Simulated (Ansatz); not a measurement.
# MnPt: the cost of one run

Computed with Ansatz 0.2.0 (DFT LDA, with the methods named in each step, unless a step's input says otherwise).

## Step 1: The system as given

It takes space group P4/mmm (No. 123, tetragonal). The conventional cell has a = 2.830 Å, b = 2.830 Å, c = 3.660 Å, α = 90.00°, β = 90.00°, γ = 90.00°. Around Mn (site symmetry 4/mmm) lie 8 Pt at 2.71 Å and 4 Mn at 2.83 Å. Around Pt (site symmetry 4/mmm) lie 8 Mn at 2.71 Å and 4 Pt at 2.83 Å.

As a file:

```
CELL_PARAMETERS angstrom
2.83000 0.00000 0.00000
0.00000 2.83000 0.00000
0.00000 0.00000 3.66000
ATOMIC_POSITIONS crystal
Mn 0.00000 0.00000 0.00000
Pt 0.50000 0.50000 0.50000
```

Where an Elk run is restarted with further inputs, its INFO.OUT and LSJ.OUT are those of the last start.

The cell forces parallel moments, which needn't be the real order.

Elk's input and logs are in atomic units (hartree, bohr).

Atoms are numbered in the order of the input: Mn1, Pt2.

## Step 2: Collinear moments, PAW

input.yaml

```yaml
crystal:
  lattice:
    - [2.83, 0.0, 0.0]
    - [0.0, 2.83, 0.0]
    - [0.0, 0.0, 3.66]
  atoms:
    - { symbol: Mn, position: [0.0, 0.0, 0.0], spin: 4.0 }
    - { symbol: Pt, position: [0.5, 0.5, 0.5] }
magnetization:
  spin_polarized: true
kpoints:
  mp_grid: { grid: [10, 10, 8] }
scf:
  occupations: { method: fermi_dirac, width: 0.05 }
  lower_state_search: "off"
hamiltonian:
  xc: lda
  pseudopotentials: { kind: paw }
output:
  forces: true
  stress: true
  eigenvalues: true
```

Launch:

```console
$ ansatz run input.yaml --threads 2 --pin off --max-ram 3072MiB --backend cpu --events-out ev --progress --plain --runs-dir out
```

**Question.** How long does this run take on 2 threads of Arm Neoverse V1, shared host, and how much memory does it need?

About 5.7 s, with a peak of 0.38 GiB.
